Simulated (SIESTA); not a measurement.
The system is Sr2HfO4.

```
CELL_PARAMETERS angstrom
-2.03927 2.03927 6.37291
2.03927 -2.03927 6.37291
2.03927 2.03927 -6.37291
ATOMIC_POSITIONS crystal
Hf 0.00000 0.00000 0.00000
Sr 0.35268 0.35268 0.00000
Sr 0.64732 0.64732 0.00000
O 0.16370 0.16370 0.00000
O 0.83630 0.83630 0.00000
O 0.00000 0.50000 0.50000
O 0.50000 0.00000 0.50000
```

The cell comes from a database or a generator and needn't be the stable form of this composition.

| Property | Result |
| --- | --- |
| Program | SIESTA 5.4.2 |
| Task | single point |
| Functional | PBEsol |
| Potentials or basis | PseudoDojo 0.4 standard (PBEsol files) |
| Basis | DZP (energy shift 0.003 Ry; two zetas on semicore shells; d shell added on Sr) |
| Grid cutoff | 800 Ry |
| Energy shift | 0.003 Ry |
| k mesh | 9 × 9 × 9 |
| Occupations | fermi-dirac, width 0.05 eV |
| Spin | no spin polarisation |

On this cell: pressure 0.4 GPa; largest force 0.235 eV/Å; band gap on the k mesh 3.52 eV, indirect (least direct gap 3.59 eV).

The same run follows on a disturbed copy (atoms moved at random, drawn with an rms of 0.05 Å):

```xyz
7
Lattice="-2.0393 2.0393 6.3729 2.0393 -2.0393 6.3729 2.0393 2.0393 -6.3729" Properties=species:S:1:pos:R:3 pbc="T T T"
Hf    0.0282   -0.0419   -0.0088
Sr    0.0130   -0.0052    4.5192
Sr    0.0332   -0.0052    8.2904
O     0.0396    0.0104    2.0710
O     0.0123   -0.0548   10.6820
O     2.0386   -0.0092   -0.0020
O     0.0328    2.0356   -0.0038
```

**Question.** What changes?

**Answer.** The energy moves by +7.7 meV/atom; pressure 1.1 GPa; largest force 0.876 eV/Å; band gap on the k mesh 3.61 eV, indirect (least direct gap 3.69 eV).

Forces in eV/Å, atoms in the order of the input:
```
Hf  -0.405  0.638  0.443
Sr   0.051 -0.013  0.001
Sr  -0.060 -0.112 -0.427
O   -0.108 -0.063  0.695
O   -0.008  0.101 -0.656
O    0.652  0.055 -0.037
O   -0.122 -0.608 -0.020
```

Stress tensor (GPa, compression positive):
```
 0.50  0.01 -0.25
 0.01  0.64 -0.35
-0.25 -0.35  2.13
```

Caveats: short orbitals over semicore shells can move pressures by several GPa; spin-orbit coupling is left out, which moves the levels of the heavy elements; an odd mesh through Γ misses points on the zone boundary, where band edges often lie; the basis of atomic orbitals isn't converged, which shifts pressures, moduli and gaps.
